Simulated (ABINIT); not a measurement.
# NbSi (Fm-3m) in ABINIT: equation of state

How stiff is NbSi in PBE, and what volume does it want? The cell is scaled to several volumes.

All numbers are computed with ABINIT 10.8.3 (patched build); they aren't measurements. Logs are shortened: lines on timing, memory, paths and dates and some standing lists are left out, and cuts for length are marked. The log counts tension as positive stress, the text compression.

### Step 1. The crystal as given

It takes space group Fm-3m (No. 225, cubic). Conventional cell: a = 5.148 Å, b = 5.148 Å, c = 5.148 Å, α = 90.00°, β = 90.00°, γ = 90.00°. Around Nb (site symmetry m-3m) lie 6 Si at 2.57 Å. Around Si (site symmetry m-3m) lie 6 Nb at 2.57 Å.

The cell was built by a generator and needn't be a form met in nature.

### Step 2. Equation of state, PBE

run.abi reads:

```
ndtset 7
getwfk -1
scalecart1 3*0.9795861087
scalecart2 3*0.9864848297
scalecart3 3*0.9932883884
scalecart4 3*1.0000000000
scalecart5 3*1.0066227096
scalecart6 3*1.0131594038
scalecart7 3*1.0196128224

pp_dirpath "./"
pseudos "Nb.GGA_PBE-JTH.xml, Si.GGA_PBE-JTH.xml"

acell 6.8784997128 6.8784997128 6.8784997128
rprim
     0.0000000000     0.7071067812     0.7071067812
     0.7071067812     0.0000000000     0.7071067812
     0.7071067812     0.7071067812     0.0000000000
ntypat 2
znucl 41 14
natom 2
typat 1 2
xred
     0.0000000000     0.0000000000     0.0000000000
     0.5000000000     0.5000000000     0.5000000000

ecut 16.0
pawecutdg 32.0

kptopt 1
ngkpt 9 9 9
nshiftk 1
shiftk 0.0 0.0 0.0

ixc 11

nband 13
occopt 3
tsmear 0.05 eV

nstep 100
tolvrs 1.0e-9

iomode 3
prtwf 1
prtden 0
prteig 0
prtebands 0
enunit 1
```

Potentials or basis: JTH PAW PBE v2.0.

Command:

```bash
> abinit run.abi > log 2>&1
```

run.abo:

```text
.Version 10.8.3 of ABINIT
 DATASET    1 : space group Fm -3 m (#225); Bravais cF (face-center cubic)
================================================================================
 Values of the parameters that define the memory need for DATASET  1.
     intxc =       0    ionmov =       0      iscf =      17    lmnmax =      18
     lnmax =       6     mgfft =      27  mpssoang =       3    mqgrid =    3001
     natom =       2  nloc_mem =       2    nspden =       1   nspinor =       1
    nsppol =       1      nsym =      48    n1xccc =       1    ntypat =       2
    occopt =       3   xclevel =       2
       mpw =         680          nfft =       19683          nkpt =          35
 PAW method is used; the additional fine FFT grid is defined by:
   mgfftf=        36    nfftf =     46656
================================================================================
================================================================================
[... 71 lines left out ...]
 DATASET    7 : space group Fm -3 m (#225); Bravais cF (face-center cubic)
================================================================================
 Values of the parameters that define the memory need for DATASET  7.
     intxc =       0    ionmov =       0      iscf =      17    lmnmax =      18
     lnmax =       6     mgfft =      27  mpssoang =       3    mqgrid =    3001
     natom =       2  nloc_mem =       2    nspden =       1   nspinor =       1
    nsppol =       1      nsym =      48    n1xccc =       1    ntypat =       2
    occopt =       3   xclevel =       2
       mpw =         759          nfft =       19683          nkpt =          35
 PAW method is used; the additional fine FFT grid is defined by:
   mgfftf=        36    nfftf =     46656
================================================================================
================================================================================

--------------------------------------------------------------------------------
------------- Echo of variables that govern the present computation ------------
--------------------------------------------------------------------------------
 -outvars: echo values of preprocessed input variables --------
            acell      6.8784997128E+00  6.8784997128E+00  6.8784997128E+00 Bohr
              amu      9.29063800E+01  2.80855000E+01
             ecut      1.60000000E+01 Hartree
           enunit           1
           getwfk          -1
              ixc          11
           jdtset        1    2    3    4    5    6    7
         kptrlatt        9    0    0      0    9    0      0    0    9
          kptrlen1     6.06427449E+01
          kptrlen2     6.10698206E+01
          kptrlen3     6.14910051E+01
          kptrlen4     6.19064974E+01
          kptrlen5     6.23164862E+01
          kptrlen6     6.27211500E+01
          kptrlen7     6.31206586E+01
            natom           2
[... 117 lines left out ...]
 getcut: wavevector=  0.0000  0.0000  0.0000  ngfft=  36  36  36
         ecut(hartree)=     32.000   => boxcut(ratio)=   2.09810

--- Pseudopotential description ------------------------------------------------
- pspini: atom type   1  psp file is ./Nb.GGA_PBE-JTH.xml
 Pseudopotential format is: paw10
 basis_size (lnmax)=  6 (lmn_size= 18), orbitals=   0   0   1   1   2   2
 Spheres core radius: rc_sph= 2.22094190
 Shapefunction is BESSEL type: shapef(r,l)=aa(1,l)*jl(q(1,l)*r)+aa(2,l)*jl(q(2,l)*r)
 Radius for shape functions =  1.90969629
 Compensation charge density is not taken into account in XC energy/potential

- pspini: atom type   2  psp file is ./Si.GGA_PBE-JTH.xml
 Pseudopotential format is: paw10
 basis_size (lnmax)=  4 (lmn_size=  8), orbitals=   0   0   1   1
 Spheres core radius: rc_sph= 1.90944987
 Shapefunction is BESSEL type: shapef(r,l)=aa(1,l)*jl(q(1,l)*r)+aa(2,l)*jl(q(2,l)*r)
 Radius for shape functions =  1.60149249
 Compensation charge density is not taken into account in XC energy/potential

   3.46662020E+02                                ecore*ucvol(ha*bohr**3)
--------------------------------------------------------------------------------

================================================================================

--- !BeginCycle
iteration_state: {dtset: 1, }
solver: {iscf: 17, nstep: 100, nline: 4, wfoptalg: 10, }
tolerances: {tolvrs: 1.00E-09, }
...
[... 1226 lines left out ...]
-Cartesian components of stress tensor (GPa)         [Pressure= -8.1267E+00 GPa]
- sigma(1 1)=  8.12673792E+00  sigma(3 2)=  0.00000000E+00
- sigma(2 2)=  8.12673792E+00  sigma(3 1)=  0.00000000E+00
- sigma(3 3)=  8.12673792E+00  sigma(2 1)=  0.00000000E+00

== END DATASET(S) ==============================================================
================================================================================

 -outvars: echo values of variables after computation  --------
            acell      6.8784997128E+00  6.8784997128E+00  6.8784997128E+00 Bohr
           etotal1    -6.1531811864E+01
           etotal2    -6.1533132756E+01
           etotal3    -6.1533882035E+01
           etotal4    -6.1534114004E+01
           etotal5    -6.1533871083E+01
           etotal6    -6.1533205028E+01
           etotal7    -6.1532150470E+01
            fcart1    -0.0000000000E+00 -0.0000000000E+00 -0.0000000000E+00
                      -0.0000000000E+00 -0.0000000000E+00 -0.0000000000E+00
            fcart2    -0.0000000000E+00 -0.0000000000E+00 -0.0000000000E+00
                      -0.0000000000E+00 -0.0000000000E+00 -0.0000000000E+00
            fcart3    -0.0000000000E+00 -0.0000000000E+00 -0.0000000000E+00
                      -0.0000000000E+00 -0.0000000000E+00 -0.0000000000E+00
            fcart4    -0.0000000000E+00 -0.0000000000E+00 -0.0000000000E+00
                      -0.0000000000E+00 -0.0000000000E+00 -0.0000000000E+00
            fcart5    -0.0000000000E+00 -0.0000000000E+00 -0.0000000000E+00
                      -0.0000000000E+00 -0.0000000000E+00 -0.0000000000E+00
[... 38 lines left out ...]
                       0.0000000000E+00  0.0000000000E+00  0.0000000000E+00
           xangst1     0.0000000000E+00  0.0000000000E+00  0.0000000000E+00
                       2.5212881125E+00  2.5212881125E+00  2.5212881125E+00
           xangst2     0.0000000000E+00  0.0000000000E+00  0.0000000000E+00
                       2.5390442475E+00  2.5390442475E+00  2.5390442475E+00
           xangst3     0.0000000000E+00  0.0000000000E+00  0.0000000000E+00
                       2.5565554510E+00  2.5565554510E+00  2.5565554510E+00
           xangst4     0.0000000000E+00  0.0000000000E+00  0.0000000000E+00
                       2.5738299983E+00  2.5738299983E+00  2.5738299983E+00
           xangst5     0.0000000000E+00  0.0000000000E+00  0.0000000000E+00
                       2.5908757269E+00  2.5908757269E+00  2.5908757269E+00
           xangst6     0.0000000000E+00  0.0000000000E+00  0.0000000000E+00
                       2.6077000665E+00  2.6077000665E+00  2.6077000665E+00
           xangst7     0.0000000000E+00  0.0000000000E+00  0.0000000000E+00
                       2.6243100689E+00  2.6243100689E+00  2.6243100689E+00
             xred      0.0000000000E+00  0.0000000000E+00  0.0000000000E+00
                       5.0000000000E-01  5.0000000000E-01  5.0000000000E-01
 Calculation completed.
```

It took 71 s on 1 thread of Arm Neoverse V2, shared host; peak memory 0.13 GiB.

What came out:

```
Equilibrium volume                      : 17.04 Å³/atom
Bulk modulus                            : 151 GPa
Pressure derivative of the bulk modulus : 3.9
```

Energy against volume, from the lowest point:
| volume (Å³/atom) | energy (meV/atom) |
| --- | --- |
| 16.028 | 31.32 |
| 16.369 | 13.35 |
| 16.710 | 3.16 |
| 17.051 | 0.00 |
| 17.392 | 3.31 |
| 17.733 | 12.37 |
| 18.074 | 26.72 |

Caveat: pressures at fixed basis lie under the slope of the energies.
